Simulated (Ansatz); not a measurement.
This was printed by a script on Ansatz's Python interface, for harmonic frequencies at the relaxed geometry of CH4BNSi, SMILES B[SiH2]C#N. What did the script look like? Settings (for the species named): PBE0, def2-SVP basis, multiplicity 1, D3BJ dispersion.

```xyz
8

B    -1.0425    0.8203   -0.3687
Si    0.2554   -0.1166    0.6092
C     1.1653   -1.1689   -0.5435
N     1.8703   -1.8330   -1.2598
H    -1.1910    0.7077   -1.5652
H    -1.8109    1.6277    0.1829
H    -0.3652   -0.9474    1.6335
H     1.2108    0.8532    1.2559
```

`python freq_ch4bnsi.py` gives:
```text
final positions (A) and the move of each atom
B    -1.13682    0.90264   -0.41552    0.1337
Si    0.27744   -0.11164    0.59529    0.0265
C     1.28954   -1.21963   -0.50793    0.1388
N     1.90420   -1.90091   -1.21743    0.0869
H    -1.29562    0.79161   -1.60489    0.1399
H    -1.85388    1.65318    0.20152    0.0533
H    -0.33235   -0.99319    1.63651    0.0564
H     1.23968    0.82093    1.25674    0.0433
frequencies (1/cm): 95 131 251 341 392 555 636 666 725 829 898 915 1147 2232 2236 2354 2600 2710
imaginary modes: 0  zero-point energy: 1.2221 eV
T (K)   F_vib (eV)   S_vib (meV/K)   C_vib (meV/K)
 100.0      1.2178        0.1260          0.1995
 200.0      1.1950        0.3330          0.4237
 300.0      1.1511        0.5443          0.6243
 400.0      1.0864        0.7455          0.7735
 500.0      1.0025        0.9306          0.8845
```

One script that gives this output:

The script, `freq_ch4bnsi.py`:
```python
"""Vibrations of CH4BNSi."""

import ansatz as az
import numpy as np

GEOMETRY = """
B    -1.04250    0.82030   -0.36870
Si    0.25540   -0.11660    0.60920
C     1.16530   -1.16890   -0.54350
N     1.87030   -1.83300   -1.25980
H    -1.19100    0.70770   -1.56520
H    -1.81090    1.62770    0.18290
H    -0.36520   -0.94740    1.63350
H     1.21080    0.85320    1.25590
"""


def main() -> None:
    system = az.Crystal.molecule()
    for line in GEOMETRY.strip().splitlines():
        symbol, *xyz = line.split()
        system = system.atom(symbol, [float(v) for v in xyz])

    job = (
        system.calculation()
        .basis(gaussian="def2-SVP")
        .functional("PBE0", dispersion="d3bj")
    )
    symbols = [site.symbol for site in system.cartesian_sites]
    start = np.array([site.position_ang for site in system.cartesian_sites], dtype=float)
    report = job.relax(force_tolerance=0.003, max_steps=100).run(threads=1).report
    end = np.array(report["positions_ang"])

    print("final positions (A) and the move of each atom")
    for symbol, xyz, old in zip(symbols, end, start):
        print(f"{symbol:2s} {xyz[0]:10.5f} {xyz[1]:10.5f} {xyz[2]:10.5f}   {np.linalg.norm(xyz - old):7.4f}")

    # same settings at the minimum
    minimum = az.Crystal.molecule()
    for symbol, xyz in zip(symbols, end):
        minimum = minimum.atom(symbol, xyz.tolist())
    vibrating = (
        minimum.calculation()
        .basis(gaussian="def2-SVP")
        .functional("PBE0", dispersion="d3bj")
        .phonons(temperatures=(100, 500, 100))
    )
    vib = vibrating.run(threads=1).report["vibrations"]
    sums = vib["harmonic_sums"]
    modes = [m["omega_inv_cm"] for m in sums["modes_at_gamma"] if m["rigid_motion"] == "no"]
    print("frequencies (1/cm):", " ".join(f"{w:.0f}" for w in modes))
    print("imaginary modes:", sum(w < 0 for w in modes), " zero-point energy:", round(sums["zero_point_energy_ev"], 4), "eV")
    print("T (K)   F_vib (eV)   S_vib (meV/K)   C_vib (meV/K)")
    for row in zip(sums["temperatures_k"], sums["vibrational_free_energy_ev"], vib["entropy_ev_per_k"], vib["heat_capacity_ev_per_k"]):
        print(f"{row[0]:6.1f} {row[1]:11.4f} {1000 * row[2]:13.4f} {1000 * row[3]:15.4f}")


if __name__ == "__main__":
    main()
```

The frequencies are harmonic and unscaled, in a modest basis. The result belongs to the one conformer reached from this start, and soft torsions count as harmonic oscillators. It ran for 110 s on 1 thread of Arm Neoverse V1, on a shared host, peak memory 0.23 GiB.

(A comment or docstring line of the script was reworded after the run, the code is as it ran; lines on the test bed's own set-up are left out of the output.)
